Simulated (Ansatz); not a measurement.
# The scandium atom (doublet): from Hartree-Fock to the top rungs, def2-SVPD

Aim: climb from Hartree-Fock through coupled cluster and multireference methods for the scandium atom (doublet) at one geometry and basis, and see what each rung misses.

Program: Ansatz 0.2.0, Gaussian basis. Level of theory: def2-SVPD, core rule «outside noble gas», up to 9 orbitals frozen. These are calculated values, not measurements.

The runs, in order: CCSD(T) on UHF; CISD; CCSDT on ROHF; CCSDT on UHF; CASSCF and MRCISD+Q, 3 electrons in 6 orbitals; CASSCF and MRCISD+Q(relaxed), 3 electrons in 6 orbitals; CASSCF and NEVPT4(SD), 3 electrons in 6 orbitals; CASSCF and NEVPT2, 3 electrons in 6 orbitals; Full CI.

### 1 The atom

A free atom, in its lowest state of this spin that the program finds.

1 atom, charge 0, spin multiplicity 2.

### 2 CCSD(T) on UHF

in.yaml reads:

```yaml
crystal:
  periodic: [false, false, false]
  atoms:
    - {symbol: Sc, position_ang: [0.000000, 0.000000, 0.000000]}
basis:
  gaussian: {orbitals: def2-SVPD}
magnetization: {spin_polarized: true, initial_magnetization: 1}
correlation: {method: ccsd_t, electrons: outside_noble_gas}
```

Launch:

```
$ ansatz run in.yaml --threads 1 --pin off --events-out ev --progress --plain --max-ram 7833MiB
```

After this run come: CISD; CCSDT on ROHF; CCSDT on UHF; CASSCF and MRCISD+Q, 3 electrons in 6 orbitals; CASSCF and MRCISD+Q(relaxed), 3 electrons in 6 orbitals; CASSCF and NEVPT4(SD), 3 electrons in 6 orbitals; CASSCF and NEVPT2, 3 electrons in 6 orbitals; Full CI.

**Question.** What will the summary of the whole plan be? Wanted: FCI below the UHF energy; UMP2 from FCI; UCCSD(T) from FCI; NEVPT2 valence from FCI; NEVPT4(SD) valence from FCI; MRCISD+Q valence from FCI; effectively unpaired electrons.

The runs gave:

| quantity | value |
| --- | --- |
| FCI below the UHF energy | -0.9635 eV |
| UMP2 from FCI | +32.1 kJ/mol |
| UCCSD(T) from FCI | -1.2 kJ/mol |
| NEVPT2 valence from FCI | +46.9 kJ/mol |
| NEVPT4(SD) valence from FCI | +18.1 kJ/mol |
| MRCISD+Q valence from FCI | -3.3 kJ/mol |
| levels within 1 kcal/mol (43 meV) | UCCSD, UCCSD(T), UCCSDT, MRCISD valence, MRCISD+Q valence |
| effectively unpaired electrons | 1.13 |

What this shows: UCCSD(T) misses by -1.2 kJ/mol, 1.3 % of the correlation energy. UCCSD(T), UCCSDT, MRCISD+Q valence, MRCISD+Q(relaxed) valence fall below full CI: unrestricted runs freeze a spin-polarised core, another one than full CI's, and coupled cluster isn't variational. One determinant dominates. Of the multireference levels listed MRCISD+Q valence comes nearest in total energy (-3.3 kJ/mol), which doesn't show that its space is the better one. Coupled cluster took another determinant than the lowest Hartree-Fock one. These misses are within one basis, not against nature; the frozen cores of restricted and unrestricted runs differ, which can shift their rows.
